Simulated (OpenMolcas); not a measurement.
**Hf³⁺ among point charges: CASSCF and CASPT2 levels and susceptibility**

How does a field of 6 point charges split the states of Hf³⁺, and what χT follows?

The numbers are computed with OpenMolcas 26.06 (state-averaged CASSCF and CASPT2, spin-orbit coupling by RASSI with atomic mean-field integrals), except any that are marked as measured or tabulated.

## (1) The system

| Property | Result |
| --- | --- |
| Species | Hf³⁺ (hafnium, Z = 72, 69 electrons) |
| Basis | ANO-RCC-VDZP [7s6p4d2f1g], 68 functions |
| Scalar Hamiltonian | DKH2, point nucleus |
| Inactive shells | 1s 2s 2p 3s 3p 3d 4s 4p 4d 4f 5s 5p |
| Active space | 1 electron in 5 orbitals (5d) |
| Some configurations of this space | 5d |
| Orbitals | optimised for each spin and parity, averaged over all roots |

Outer shells as boxes (Hund's rule):

5d
```
5d [↑ ][  ][  ][  ][  ]
```

The ion sits among 6 point charges of -1.7 e arranged as an octahedron (Oh), 1.99 Å from the ion.

Each step is its own input file, run in one work folder so that later steps find the files of earlier ones. Labels, J, g values, rates, χT and fits are worked out afterwards by a script from the matrices that RASSI stores. The input lists half of the charges; inversion (Group=XYZ) makes the rest.

## (2) Basis and integrals

The input, a.inp:

```
&GATEWAY
Coord
1

Hf 0.0 0.0 0.0
Basis=ANO-RCC-VDZP
Group=XYZ
NoMove
AngMom=0.0 0.0 0.0
AMFI
XField
3 Angstrom 0
1.990000 0.000000 0.000000 -1.700000
0.000000 1.990000 0.000000 -1.700000
0.000000 0.000000 1.990000 -1.700000
&SEWARD
```

Started as:

```sh
OMP_NUM_THREADS=1 MOLCAS_MEM=1689 MOLCAS_PROJECT=a pymolcas a.inp > a.log
```

## (3) CASSCF: doublets of even parity, 5 roots

The input, a.inp:

```
&RASSCF
FileOrb=start.orb
Symmetry=1
Spin=2
nActEl=1 0 0
Inactive=15 19
Ras2=5 0
CIRoot=5 5 1
SDav=5
CIMx=300
Iter=120 100
PrWF=0.3
OrbListing=Nothing
MaxOrb=0
>>> COPY $Project.JobIph JOB001
```

start.orb holds the contracted functions of the basis, ordered by shell, or the orbitals of the step before.

## (4) RASSI: spin-orbit coupling between the states

The input, a.inp:

```
&RASSI
NrOfJobIphs=1 5
1 2 3 4 5
IphNames
JOB001
EJob
SpinOrbit
DIPRint=1.0
SOCoupling=1000.0
Subsets=2
Property=9
'ANGMOM' 1 'ANGMOM' 2 'ANGMOM' 3 'MLTPL  1' 1 'MLTPL  1' 2 'MLTPL  1' 3
'AMFI' 1 'AMFI' 2 'AMFI' 3
SOProperty=3
'ANGMOM' 1 'ANGMOM' 2 'ANGMOM' 3
```

## (5) CASPT2: IPEA 0.25, imaginary shift 0.1 (closed shells correlated: 4f 5s 5p)

The input, a.inp:

```
>>> COPY JOB001 $Project.JobIph
&CASPT2
Multistate=5 1 2 3 4 5
NoMult
Frozen=14 9
IPEA=0.25
Imaginary=0.1
MaxIter=60
WThr=0.0 0.3 0.05
PrWF=0.5
NoMix
```

(Steps that only read results are left out.)

Before running it: what results should come out? Wanted: spin-free ground state; first state of the same spin within the active space; lowest level; next level.

The runs gave:

```
                                            quantity                                                                           value
                                              method  SS-CASPT2, IPEA 0.25, imaginary shift 0.1 (closed shells correlated: 4f 5s 5p)
                              spin-free ground state                                                 2T2, 3-fold in its orbital part
first state of the same spin within the active space                                                                2E at 30000 cm⁻¹
                                        lowest level                                                                       4-fold Γ8
                                          next level                                                                     2036.4 cm⁻¹
                                         χT at 300 K                                                                  0.08 cm³ K/mol
                           effective moment at 300 K                                                                         0.81 μB
```

Cost by method:

```tsv
method	time of its own steps	time with the reference
A. CASSCF	1.8 s	1.8 s
B. SS-CASPT2, IPEA 0.25, imaginary shift 0.1, +4f 5s 5p	0.77 s	2.5 s
```

Times are of one thread on a shared host.

In words: The spin-free ground state (2T2) comes to 100 % from free-ion D terms and keeps the highest spin of the shell. χT at 300 K is 0.08, against 0.38 cm³ K/mol for the spin alone, so orbital moment lowers it. A ligand-field fit to the states below 45000 cm-1 gives 10Dq = 29975 cm-1, the gap between the two states. The field of point charges can differ much from that of real complexes. Point charges carry no covalency, so the field is a model and not that of real ligands.
